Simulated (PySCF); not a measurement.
# AsSe⁺: changing the method

What do other methods print for AsSe⁺?

Computed with PySCF 2.14.0. Level: method and basis as typed in the scripts.

1 further run of the same task is left out (it didn't finish).

### Step 1. Starting geometry

AsSe⁺: 2 atoms, charge 1, spin multiplicity 1.

Bond lengths: As1–Se2 2.390 Å.

### Step 2. Base script

input.py reads:

```python
from pyscf import gto, scf, mp

mol = gto.M(
    atom='As 0 0 0; Se 0 0 2.39',
    basis='ano-rcc-vdzp',
    charge=1,
    spin=0,
    verbose=3,
)
mf = scf.UHF(mol)
mf = mf.sfx2c1e()
mf = mf.density_fit(auxbasis='def2-universal-jkfit')
mf.kernel()
mp.MP2(mf, frozen=18).kernel()
mf.dip_moment()
print('orbital energies (hartree):', [e[max(0, n-3):n+3].round(4) for e, n in zip(mf.mo_energy, mol.nelec)])
```

Command:

```console
> python input.py
```

The log of this run is left out.

In short: E(SCF) = -4686.807929 Eh, E(MP2) − E(SCF) = -0.28525 Eh.

The bond length is a typed value, not an optimised one. The dipole of an ion depends on the origin.

### Step 3. RHF

Edit 1 changes SCF type: UHF → RHF.

input.py reads:

```python
from pyscf import gto, scf, mp

mol = gto.M(
    atom='As 0 0 0; Se 0 0 2.39',
    basis='ano-rcc-vdzp',
    charge=1,
    spin=0,
    verbose=3,
)
mf = scf.RHF(mol)
mf = mf.sfx2c1e()
mf = mf.density_fit(auxbasis='def2-universal-jkfit')
mf.kernel()
mp.MP2(mf, frozen=18).kernel()
mf.dip_moment()
print('orbital energies (hartree):', mf.mo_energy[..., max(0, mol.nelec[1]-3):mol.nelec[0]+3].round(4))
```

Command:

```console
> python input.py
```

### Step 4. CASCI (ROHF)

Edit 2 changes step after the SCF: mp2 → casci; SCF type: UHF → ROHF; active space: none → 4 electrons in 6 orbitals.

input.py reads:

```python
from pyscf import gto, scf, mcscf

mol = gto.M(
    atom='As 0 0 0; Se 0 0 2.39',
    basis='ano-rcc-vdzp',
    charge=1,
    spin=0,
    verbose=3,
)
mf = scf.ROHF(mol)
mf = mf.sfx2c1e()
mf = mf.density_fit(auxbasis='def2-universal-jkfit')
mf.kernel()
mc = mcscf.CASCI(mf, 6, 4)
mc.kernel()
mc.analyze()
mf.dip_moment()
print('orbital energies (hartree):', mf.mo_energy[..., max(0, mol.nelec[1]-3):mol.nelec[0]+3].round(4))
```

### Step 5. Wb97 (UKS)

Edit 3 changes functional: none (Hartree–Fock) → wb97; SCF type: UHF → UKS; step after the SCF: mp2 → analyze.

input.py reads:

```python
from pyscf import gto, dft

mol = gto.M(
    atom='As 0 0 0; Se 0 0 2.39',
    basis='ano-rcc-vdzp',
    charge=1,
    spin=0,
    verbose=3,
)
mf = dft.UKS(mol, xc='wb97')
mf = mf.sfx2c1e()
mf = mf.density_fit(auxbasis='def2-universal-jkfit')
mf.kernel()
mf.analyze()
print('orbital energies (hartree):', [e[max(0, n-3):n+3].round(4) for e, n in zip(mf.mo_energy, mol.nelec)])
```

**Question.** What will these runs give? Wanted: for each run, E(SCF); from base; gap; after the SCF.

As calculated:

| run | E(SCF) (hartree) | from base (eV) | gap (eV) | after the SCF |
| --- | --- | --- | --- | --- |
| base | -4686.807929 | 0 | 8.27 | MP2 correlation -7.762 eV, core frozen |
| RHF | -4686.807929 | 0.0000 | 8.27 | MP2 correlation -7.762 eV, core frozen |
| CASCI (ROHF) | -4686.807929 | 0.0000 | n/a | CASCI correlation -1.842 eV |
| wb97 (UKS) | -4690.734359 | not comparable | 7.83 | n/a |

**Reading.** No change of the SCF energy comes from RHF. A lower total energy from another functional means nothing by itself. The dearest run is “wb97 (UKS)”, at 10 s against 2.3 s.
